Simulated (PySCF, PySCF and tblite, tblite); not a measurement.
# C₅H₃F₃N₂: telling isomers apart by computed NMR

Can the signals of one isomer of C₅H₃F₃N₂ be assigned among several candidates?

Computed with tblite 0.8.0 (tight binding) and PySCF 2.14.0 (DFT, with response routines of our own); each step states its level. Atoms count from 0 throughout.

## (1) The molecule as given

13 atoms, charge 0, multiplicity 1; geometry from: MMFF94s geometry. This is the first candidate.

Bonds of the start (Å): C1–C4 1.53, C1–F2 1.38, C1–F3 1.37, C4–N5 1.36, C4–N9 1.36, C6–C7 1.37, C6–H10 1.08, C7–C8 1.38, C7–H11 1.09, C8–H12 1.09, C8–N9 1.34, F0–C1 1.36, N5–C6 1.34.

## (2) GFN2-xTB relaxation, isomer A, conformer 1

What the job is given:

```
{"job": {"xc": "GFN2-xTB", "basis": "xTB", "kind": "relax"}, "charge": 0, "multiplicity": 1}
F      2.816200     1.078300    -0.517900
C      2.220900     0.000000     0.069600
F      2.812800    -1.093700    -0.517600
F      2.693200    -0.000200     1.356200
C      0.691800    -0.003200     0.009100
N      0.042300     1.193000    -0.010100
C     -1.297500     1.167400    -0.052600
C     -2.025400     0.008400    -0.070100
C     -1.297600    -1.162900    -0.052000
N      0.038600    -1.195300    -0.007400
H     -1.786900     2.134500    -0.061800
H     -3.115800     0.002600    -0.105400
H     -1.796900    -2.128500    -0.057800
```

Run with:

```console
$ OMP_NUM_THREADS=1 python ens_run.py task.json out
```

One launch serves the whole session.

What it wrote:

```text
step      E/eV     max force
  0    -877.72331    1.942
  1    -877.85682    0.847
  2    -877.87922    0.585
  3    -877.91073    0.481
  4    -877.94531    0.562
  5    -877.96330    0.407
  6    -877.97355    0.198
  7    -877.97549    0.101
  8    -877.97614    0.057
  9    -877.97630    0.025
 10    -877.97630    0.025
 11    -877.97634    0.021
 12    -877.97641    0.012
 13    -877.97642    0.011
 14    -877.97644    0.007
 15    -877.97645    0.006
 16    -877.97645    0.004
 17    -877.97645    0.003
```

Run time: 0.13 s. Hardware: 1 thread of Arm Neoverse V1, shared host.

Gain 0.253 eV; displacement 0.07 Å root mean square.

## (3) Shieldings, isomer A, conformer 1: PBE0/pcSseg-1

What the job is given:

```
{"job": {"xc": "PBE0", "basis": "pcSseg-1", "kind": "nmr", "pop": true}, "charge": 0, "multiplicity": 1}
F      2.709293     1.068487    -0.518369
C      2.174214    -0.003647     0.071073
F      2.705814    -1.079835    -0.514081
F      2.601102    -0.001733     1.344632
C      0.658808    -0.001239     0.004423
N      0.072193     1.180438    -0.009814
C     -1.250595     1.181914    -0.048424
C     -1.984197     0.003412    -0.070943
C     -1.254759    -1.177650    -0.046454
N      0.068036    -1.180848    -0.007819
H     -1.717942     2.157149    -0.060952
H     -3.060821     0.005275    -0.103655
H     -1.725534    -2.151238    -0.057343
```

What it wrote:

```text
coarse grid: 12672 points
cycle   1  E = -600.4597272860  dE =  2.039e+00  |g| = 9.258e-01  |ddm| = 3.538e+00
cycle   2  E = -600.2879417709  dE =  1.718e-01  |g| = 1.424e+00  |ddm| = 1.281e+00
cycle   3  E = -600.6093622039  dE = -3.214e-01  |g| = 7.415e-02  |ddm| = 7.565e-01
cycle   4  E = -600.6096612154  dE = -2.990e-04  |g| = 6.436e-02  |ddm| = 1.257e-01
cycle   5  E = -600.6106640331  dE = -1.003e-03  |g| = 1.353e-02  |ddm| = 5.887e-02
cycle   6  E = -600.6106991257  dE = -3.509e-05  |g| = 5.131e-03  |ddm| = 1.278e-02
cycle   7  E = -600.6107049856  dE = -5.860e-06  |g| = 7.255e-04  |ddm| = 4.424e-03
final grid: 128952 points
cycle   8  E = -600.6838651356  dE = -4.943e-05  |g| = 6.509e-03  |ddm| = 3.473e-02
cycle   9  E = -600.6838623427  dE =  2.793e-06  |g| = 8.061e-03  |ddm| = 1.211e-02
cycle  10  E = -600.6838744185  dE = -1.208e-05  |g| = 1.225e-03  |ddm| = 6.197e-03
cycle  11  E = -600.6838747073  dE = -2.888e-07  |g| = 4.240e-04  |ddm| = 1.161e-03
cycle  12  E = -600.6838747488  dE = -4.145e-08  |g| = 1.415e-04  |ddm| = 4.675e-04
cycle  13  E = -600.6838747529  dE = -4.111e-09  |g| = 2.474e-05  |ddm| = 1.269e-04
cycle  14  E = -600.6838747530  dE = -1.392e-10  |g| = 6.509e-06  |ddm| = 2.547e-05
converged SCF energy = -600.6838747530

GIAO shielding tensors (ppm)
atom      isotropic    diamagn.    paramagn.     s11        s22        s33       span
  0 F      260.295     469.933    -209.638    183.016    255.476    342.392    159.376
  1 C       57.839     238.030    -180.190     45.204     57.017     71.298     26.094
  2 F      260.366     469.928    -209.563    183.066    255.603    342.427    159.361
  3 F      242.627     470.787    -228.160    159.259    237.143    331.479    172.220
  4 C       22.668     258.221    -235.553    -77.328     25.872    119.461    196.789
  5 N      -66.059     331.555    -397.614   -342.860   -153.909    298.592    641.451
  6 C       22.745     249.955    -227.210    -89.977      6.416    151.796    241.772
  7 C       58.890     260.633    -201.743    -56.054     53.597    179.126    235.181
  8 C       22.747     249.954    -227.208    -89.969      6.414    151.795    241.765
  9 N      -66.037     331.552    -397.589   -342.819   -153.892    298.600    641.419
 10 H       22.482      29.757      -7.275     18.425     22.752     26.271      7.846
 11 H       24.262      30.626      -6.364     22.385     23.364     27.038      4.652
 12 H       22.483      29.758      -7.275     18.425     22.753     26.271      7.846
```

Wall time 31 s (1 thread of Arm Neoverse V1, shared host).

Key values: HOMO -8.02 eV, LUMO -1.84 eV; dipole 5.01 D.

Orbitals, density, ELF and potential are computed afterwards from the orbital file.

Frontier orbitals at PBE0/pcSseg-1, with the share of their density that lies nearest to each atom:

| orbital | energy (eV) | lies on |
| --- | --- | --- |
| HOMO | -8.02 | N5, N9 about 37 % each |
| LUMO | -1.84 | C6, C8 about 23 % each; N5, N9 about 18 % each |

ELF in a plane through or near 10 of the atoms.

Ten even steps from '0' (0.00) to '9' (1.00):
```
0000000000000000000000000000
0000000000000000000000000000
0000000000000000000000000000
0000000000000000068500000000
0000000000046510599970000000
0000001220079850699970000000
0000136762079986589710000000
0000257872048838325200000000
0000135663137457348458850000
0000001422932640372399993000
0000001432933640364399993000
0000135663138557358458850000
0000257872048538226200000000
0000136762079876589710000000
0000001220079850699970000000
0000000000046510599970000000
0000000000000000068500000000
0000000000000000000000000000
0000000000000000000000000000
0000000000000000000000000000
```
The map spans 11.3 Å across and 9.5 Å up, centred on the molecule. Atoms in the plane (x, y in Å): C1 (-2.2, 0.0), C4 (-0.7, 0.0), N5 (-0.1, 1.2), C6 (1.3, 1.2), C7 (2.0, 0.0), C8 (1.3, -1.2), N9 (-0.1, -1.2), H10 (1.7, 2.2), H11 (3.1, 0.0), H12 (1.7, -2.2).

On the surface of density 0.002 e/bohr³ the electrostatic potential runs, from the 1st to the 99th percentile, from -1.41 V near N5 to 1.60 V near H11.

## (4) The ensemble, isomer A: properties at PBE0/pcSseg-1

What the job is given:

```
{"job": {"study": "conf", "smiles": "FC(F)(F)c1ncccn1", "search": {"seed": 5923, "n_embed": 45, "ff_keep": 10, "window": 2.5, "nmax": 6, "temps": [250, 298.15, 350], "t_ref": 298.15, "order": 0.002}, "level": {"nmr": {"xc": "PBE0", "basis": "pcSseg-1"}}, "kind": "conf"}, "charge": 0, "multiplicity": 1}
F      2.709293     1.068487    -0.518369
C      2.174214    -0.003647     0.071073
F      2.705814    -1.079835    -0.514081
F      2.601102    -0.001733     1.344632
C      0.658808    -0.001239     0.004423
N      0.072193     1.180438    -0.009814
C     -1.250595     1.181914    -0.048424
C     -1.984197     0.003412    -0.070943
C     -1.254759    -1.177650    -0.046454
N      0.068036    -1.180848    -0.007819
H     -1.717942     2.157149    -0.060952
H     -3.060821     0.005275    -0.103655
H     -1.725534    -2.151238    -0.057343
```

What it wrote:

```text
conformer  sym    E(xTB)   E(DFT)   G(298.15 K)  weight  dipole/D
    1     Cs      0.000    0.000    0.000   1.0000    5.009

mean shielding (ppm) by class
class atoms           250 K   298.15 K      350 K
  0 F  0,2,3        254.429    254.429    254.429
  1 C  1             57.839     57.839     57.839
  2 C  4             22.668     22.668     22.668
  3 N  5,9          -66.048    -66.048    -66.048
  4 C  6,8           22.746     22.746     22.746
  5 C  7              58.89      58.89      58.89
  6 H  10,12         22.483     22.483     22.483
  7 H  11            24.262     24.262     24.262
```

It took 31 s on 1 thread of Arm Neoverse V1, shared host. This counts the runs that the step sums up.

The search (ETKDG and KDG, MMFF94s, GFN2-xTB) embedded 45 structures, kept 1 distinct ones after the force field and 1 after xTB; 1 was carried on (window 2.5 kcal/mol at the search's own energies). Energies: PBE0/pcSseg-1 with D3(BJ).

The conformers at 298 K:

```csv
no.,group,mirror pair,ΔE xTB,ΔE DFT,ΔG,weight (%),μ (D),"A, B, C (GHz)"
1,Cs,no,0.00,0.00,0.00,100.0,5.01,"2.98, 1.00, 0.86"
```

Energies in kcal/mol. ΔG holds xTB vibrations and rotation, symmetry numbers and mirror pairs.

Shifts against references run at the same level (¹³C TMS 186.9, ¹⁹F CFCl3 170.9, ¹⁵N NH3 267.7, ¹H TMS 31.72 ppm of shielding), by class of atoms, at 298 K:

```csv
atoms,environment,average
C4,substituted aromatic carbon next to a ring nitrogen,164.3
"C6, C8",aromatic CH next to a ring nitrogen,164.2
C1,CF3 carbon,129.1
C7,aromatic CH,128.0
"H10, H12",hydrogen on an aromatic CH next to a ring nitrogen,9.23
H11,hydrogen on an aromatic CH,7.45
"F0, F2, F3",fluorine of a CF3 group,-83.5
"N5, N9",pyridine-type ring nitrogen,333.8
```

Effective distances for nuclear Overhauser effects, ⟨r⁻⁶⟩^(−1/6) over all pairs of two classes (Å): H10···H11 2.54.

## (5) GFN2-xTB relaxation, isomer B, conformer 1

What the job is given:

```
{"job": {"xc": "GFN2-xTB", "basis": "xTB", "kind": "relax"}, "charge": 0, "multiplicity": 1}
F     -2.086900     1.241900    -1.153900
C     -1.824500     0.458400    -0.090700
F     -2.245500     1.137600     1.014300
F     -2.644000    -0.617200    -0.200200
C     -0.386300     0.083700     0.004200
C      0.534000     0.858900     0.659900
N      1.852900     0.564600     0.726800
C      2.238700    -0.551800     0.098100
N      1.430000    -1.383300    -0.590500
C      0.118500    -1.034000    -0.621800
H      0.248000     1.770200     1.179000
H      3.280800    -0.819800     0.137600
H     -0.520100    -1.708700    -1.180600
```

What it wrote:

```text
step      E/eV     max force
  0    -877.92603    2.218
  1    -878.04746    0.748
  2    -878.06052    0.362
  3    -878.06494    0.226
  4    -878.06996    0.185
  5    -878.07161    0.105
  6    -878.07255    0.078
  7    -878.07313    0.056
  8    -878.07340    0.033
  9    -878.07340    0.033
 10    -878.07345    0.019
 11    -878.07349    0.015
 12    -878.07352    0.011
 13    -878.07354    0.010
 14    -878.07355    0.013
 15    -878.07357    0.011
 16    -878.07358    0.008
 17    -878.07359    0.006
 18    -878.07359    0.005
 19    -878.07359    0.005
 20    -878.07359    0.006
 21    -878.07360    0.007
 22    -878.07360    0.007
 23    -878.07361    0.005
 24    -878.07361    0.003
```

Wall time 0.13 s (1 thread of Arm Neoverse V1, shared host).

The energy fell by 0.148 eV, and the atoms moved 0.03 Å (root mean square).

## (6) Shieldings, isomer B, conformer 1: PBE0/pcSseg-1

What the job is given:

```
{"job": {"xc": "PBE0", "basis": "pcSseg-1", "kind": "nmr", "pop": false}, "charge": 0, "multiplicity": 1}
F     -2.077268     1.240307    -1.144938
C     -1.820308     0.455947    -0.082863
F     -2.232005     1.132695     0.997911
F     -2.617147    -0.614934    -0.199420
C     -0.368977     0.083765    -0.005808
C      0.553102     0.876265     0.674769
N      1.831894     0.554923     0.721055
C      2.198853    -0.547722     0.092568
N      1.409496    -1.365742    -0.580658
C      0.128141    -1.055903    -0.634629
H      0.256657     1.778335     1.194147
H      3.248535    -0.806584     0.134017
H     -0.515363    -1.730866    -1.183880
```

What it wrote:

```text
coarse grid: 12672 points
cycle   1  E = -600.4633794685  dE =  2.033e+00  |g| = 9.202e-01  |ddm| = 3.598e+00
cycle   2  E = -600.2919920711  dE =  1.714e-01  |g| = 1.411e+00  |ddm| = 1.666e+00
cycle   3  E = -600.6079627139  dE = -3.160e-01  |g| = 1.171e-01  |ddm| = 1.079e+00
cycle   4  E = -600.6097810961  dE = -1.818e-03  |g| = 7.809e-02  |ddm| = 1.697e-01
cycle   5  E = -600.6113375381  dE = -1.556e-03  |g| = 1.179e-02  |ddm| = 9.379e-02
cycle   6  E = -600.6113623665  dE = -2.483e-05  |g| = 4.074e-03  |ddm| = 1.268e-02
cycle   7  E = -600.6113657065  dE = -3.340e-06  |g| = 7.082e-04  |ddm| = 3.246e-03
final grid: 128952 points
cycle   8  E = -600.6858939374  dE = -5.286e-05  |g| = 7.308e-03  |ddm| = 3.232e-02
cycle   9  E = -600.6858894352  dE =  4.502e-06  |g| = 9.380e-03  |ddm| = 1.474e-02
cycle  10  E = -600.6859051846  dE = -1.575e-05  |g| = 9.357e-04  |ddm| = 7.223e-03
cycle  11  E = -600.6859053555  dE = -1.710e-07  |g| = 2.954e-04  |ddm| = 9.554e-04
cycle  12  E = -600.6859053703  dE = -1.473e-08  |g| = 1.333e-04  |ddm| = 3.514e-04
cycle  13  E = -600.6859053735  dE = -3.204e-09  |g| = 4.203e-05  |ddm| = 1.532e-04
cycle  14  E = -600.6859053739  dE = -4.170e-10  |g| = 9.662e-06  |ddm| = 4.955e-05
converged SCF energy = -600.6859053739

GIAO shielding tensors (ppm)
atom      isotropic    diamagn.    paramagn.     s11        s22        s33       span
  0 F      229.346     473.210    -243.864    144.059    225.147    318.831    174.773
  1 C       54.206     239.370    -185.164     46.815     53.638     62.165     15.351
  2 F      257.608     473.340    -215.732    181.920    247.686    343.218    161.298
  3 F      258.035     473.322    -215.288    182.198    248.473    343.432    161.235
  4 C       55.473     270.611    -215.138    -48.606     50.147    164.878    213.484
  5 C       25.753     247.562    -221.810    -83.334      7.108    153.484    236.818
  6 N      -66.918     330.913    -397.832   -342.696   -161.580    303.521    646.216
  7 C       19.305     252.641    -233.336    -76.292      8.604    125.604    201.896
  8 N      -66.885     330.912    -397.797   -342.635   -161.532    303.511    646.146
  9 C       25.805     247.550    -221.745    -83.228      7.140    153.505    236.732
 10 H       22.394      30.330      -7.935     17.843     20.610     28.730     10.887
 11 H       21.908      28.167      -6.259     17.206     23.354     25.163      7.958
 12 H       22.396      30.334      -7.939     17.839     20.618     28.730     10.891
```

Wall time 24 s (1 thread of Arm Neoverse V1, shared host).

In short: HOMO -7.96 eV, LUMO -1.82 eV; dipole 0.34 D.

## (7) Boltzmann average, isomer B: properties at PBE0/pcSseg-1

What the job is given:

```
{"job": {"study": "conf", "smiles": "FC(F)(F)c1cncnc1", "search": {"seed": 5923, "n_embed": 45, "ff_keep": 10, "window": 2.5, "nmax": 6, "temps": [250, 298.15, 350], "t_ref": 298.15, "order": 0.002}, "level": {"nmr": {"xc": "PBE0", "basis": "pcSseg-1"}}, "kind": "conf"}, "charge": 0, "multiplicity": 1}
F     -2.077268     1.240307    -1.144938
C     -1.820308     0.455947    -0.082863
F     -2.232005     1.132695     0.997911
F     -2.617147    -0.614934    -0.199420
C     -0.368977     0.083765    -0.005808
C      0.553102     0.876265     0.674769
N      1.831894     0.554923     0.721055
C      2.198853    -0.547722     0.092568
N      1.409496    -1.365742    -0.580658
C      0.128141    -1.055903    -0.634629
H      0.256657     1.778335     1.194147
H      3.248535    -0.806584     0.134017
H     -0.515363    -1.730866    -1.183880
```

What it wrote:

```text
conformer  sym    E(xTB)   E(DFT)   G(298.15 K)  weight  dipole/D
    1     Cs      0.000    0.000    0.000   1.0000    0.339

mean shielding (ppm) by class
class atoms           250 K   298.15 K      350 K
  0 F  0,2,3        248.329    248.329    248.329
  1 C  1             54.206     54.206     54.206
  2 C  4             55.473     55.473     55.473
  3 C  5,9           25.779     25.779     25.779
  4 N  6,8          -66.902    -66.902    -66.902
  5 C  7             19.305     19.305     19.305
  6 H  10,12         22.395     22.395     22.395
  7 H  11            21.908     21.908     21.908
```

Wall time 25 s (1 thread of Arm Neoverse V1, shared host). This counts the runs that the step sums up.

The search (ETKDG and KDG, MMFF94s, GFN2-xTB) embedded 45 structures, kept 1 distinct ones after the force field and 1 after xTB; 1 was carried on (window 2.5 kcal/mol at the search's own energies). Energies: PBE0/pcSseg-1 with D3(BJ).

The conformers at 298 K:

| no. | group | mirror pair | ΔE xTB | ΔE DFT | ΔG | weight (%) | μ (D) | A, B, C (GHz) |
| --- | --- | --- | --- | --- | --- | --- | --- | --- |
| 1 | Cs | no | 0.00 | 0.00 | 0.00 | 100.0 | 0.34 | 2.97, 0.96, 0.83 |

Energies in kcal/mol. ΔG holds xTB vibrations and rotation, symmetry numbers and mirror pairs.

Shifts against references run at the same level (¹³C TMS 186.9, ¹⁹F CFCl3 170.9, ¹⁵N NH3 267.7, ¹H TMS 31.72 ppm of shielding), by class of atoms, at 298 K:

```
     atoms                                              environment  average
        C7                 aromatic CH between two ring heteroatoms    167.6
    C5, C9                      aromatic CH next to a ring nitrogen    161.1
        C1                                               CF3 carbon    132.7
        C4                              substituted aromatic carbon    131.5
       H11  hydrogen on an aromatic CH between two ring heteroatoms     9.81
  H10, H12       hydrogen on an aromatic CH next to a ring nitrogen     9.32
F0, F2, F3                                  fluorine of a CF3 group    -77.4
    N6, N8                              pyridine-type ring nitrogen    334.6
```

## (8) GFN2-xTB relaxation, isomer C, conformer 1

What the job is given:

```
{"job": {"xc": "GFN2-xTB", "basis": "xTB", "kind": "relax"}, "charge": 0, "multiplicity": 1}
F      2.553100    -0.847200    -0.940600
C      1.964100    -0.132400     0.064000
F      2.504000     1.118300    -0.016900
F      2.472300    -0.644900     1.222300
C      0.447800    -0.155300     0.032800
C     -0.253900     1.037600    -0.099200
C     -1.620800     0.949500    -0.137200
N     -2.282600    -0.212700    -0.053800
C     -1.529400    -1.321200     0.059400
N     -0.199000    -1.350900     0.108800
H      0.245700     1.996600    -0.162100
H     -2.246500     1.829800    -0.225800
H     -2.059000    -2.266800     0.130700
```

What it wrote:

```text
step      E/eV     max force
  0    -877.86106    1.685
  1    -877.95342    0.707
  2    -877.97226    0.437
  3    -877.98563    0.273
  4    -877.99716    0.234
  5    -878.00169    0.180
  6    -878.00511    0.142
  7    -878.00772    0.143
  8    -878.00960    0.128
  9    -878.01071    0.129
 10    -878.01161    0.108
 11    -878.01253    0.108
 12    -878.01342    0.086
 13    -878.01412    0.068
 14    -878.01469    0.065
 15    -878.01520    0.066
 16    -878.01566    0.060
 17    -878.01601    0.045
 18    -878.01623    0.036
 19    -878.01623    0.036
 20    -878.01631    0.028
 21    -878.01643    0.023
 22    -878.01646    0.021
 23    -878.01651    0.014
 24    -878.01652    0.011
 25    -878.01653    0.009
 26    -878.01654    0.009
 27    -878.01654    0.008
 28    -878.01655    0.006
 29    -878.01655    0.005
 30    -878.01655    0.005
 31    -878.01656    0.006
 32    -878.01656    0.004
 33    -878.01656    0.003
```

Run time: 0.17 s. Hardware: 1 thread of Arm Neoverse V1, shared host.

The energy fell by 0.156 eV, and the atoms moved 0.05 Å (root mean square).

## (9) Shieldings, isomer C, conformer 1: PBE0/pcSseg-1

What the job is given:

```
{"job": {"xc": "PBE0", "basis": "pcSseg-1", "kind": "nmr", "pop": false}, "charge": 0, "multiplicity": 1}
F      2.476981    -0.878094    -0.927340
C      1.958308    -0.158673     0.073699
F      2.492465     1.069667    -0.019007
F      2.409053    -0.686777     1.216924
C      0.443835    -0.122293     0.022651
C     -0.255336     1.069917    -0.100874
C     -1.641159     0.945887    -0.133550
N     -2.244646    -0.225881    -0.052553
C     -1.476333    -1.293145     0.062666
N     -0.157100    -1.299766     0.104438
H      0.242616     2.022698    -0.166636
H     -2.284616     1.810522    -0.227339
H     -1.968457    -2.253577     0.129192
```

What it wrote:

```text
coarse grid: 12672 points
cycle   1  E = -600.4610854991  dE =  2.034e+00  |g| = 9.253e-01  |ddm| = 3.572e+00
cycle   2  E = -600.2828813757  dE =  1.782e-01  |g| = 1.430e+00  |ddm| = 1.365e+00
cycle   3  E = -600.6095417260  dE = -3.267e-01  |g| = 1.027e-01  |ddm| = 8.422e-01
cycle   4  E = -600.6104173546  dE = -8.756e-04  |g| = 8.224e-02  |ddm| = 1.498e-01
cycle   5  E = -600.6121289275  dE = -1.712e-03  |g| = 1.426e-02  |ddm| = 8.225e-02
cycle   6  E = -600.6121625044  dE = -3.358e-05  |g| = 6.119e-03  |ddm| = 1.439e-02
cycle   7  E = -600.6121699696  dE = -7.465e-06  |g| = 1.305e-03  |ddm| = 5.438e-03
final grid: 128952 points
cycle   8  E = -600.6858406568  dE = -5.315e-05  |g| = 6.784e-03  |ddm| = 4.024e-02
cycle   9  E = -600.6858368453  dE =  3.811e-06  |g| = 8.528e-03  |ddm| = 1.294e-02
cycle  10  E = -600.6858507840  dE = -1.394e-05  |g| = 1.226e-03  |ddm| = 6.454e-03
cycle  11  E = -600.6858510623  dE = -2.783e-07  |g| = 4.673e-04  |ddm| = 1.340e-03
cycle  12  E = -600.6858511067  dE = -4.439e-08  |g| = 1.902e-04  |ddm| = 5.087e-04
cycle  13  E = -600.6858511137  dE = -7.021e-09  |g| = 3.494e-05  |ddm| = 1.541e-04
cycle  14  E = -600.6858511140  dE = -2.487e-10  |g| = 1.309e-05  |ddm| = 4.085e-05
converged SCF energy = -600.6858511140

GIAO shielding tensors (ppm)
atom      isotropic    diamagn.    paramagn.     s11        s22        s33       span
  0 F      248.789     470.811    -222.021    171.006    244.079    331.283    160.277
  1 C       56.956     239.042    -182.085     46.325     57.658     66.885     20.561
  2 F      269.693     473.227    -203.534    183.918    267.083    358.079    174.161
  3 F      248.569     470.834    -222.265    170.671    243.870    331.167    160.496
  4 C       23.297     258.699    -235.402    -85.369     16.598    138.661    224.029
  5 C       63.203     257.356    -194.153    -48.663     54.995    183.279    231.942
  6 C       21.438     250.420    -228.982    -94.018      7.012    151.321    245.338
  7 N      -77.289     331.339    -408.628   -368.009   -164.937    301.080    669.089
  8 C       21.219     251.261    -230.042    -73.257     10.765    126.149    199.405
  9 N      -62.181     331.060    -393.241   -335.146   -143.955    292.558    627.704
 10 H       23.888      32.634      -8.746     20.647     21.596     29.420      8.773
 11 H       22.386      29.051      -6.665     18.480     21.739     26.939      8.459
 12 H       21.928      28.712      -6.784     17.052     23.152     25.580      8.528
```

Wall time 22 s (1 thread of Arm Neoverse V1, shared host).

This run: HOMO -8.05 eV, LUMO -2.05 eV; dipole 2.57 D.

[end of part 1 of 2]
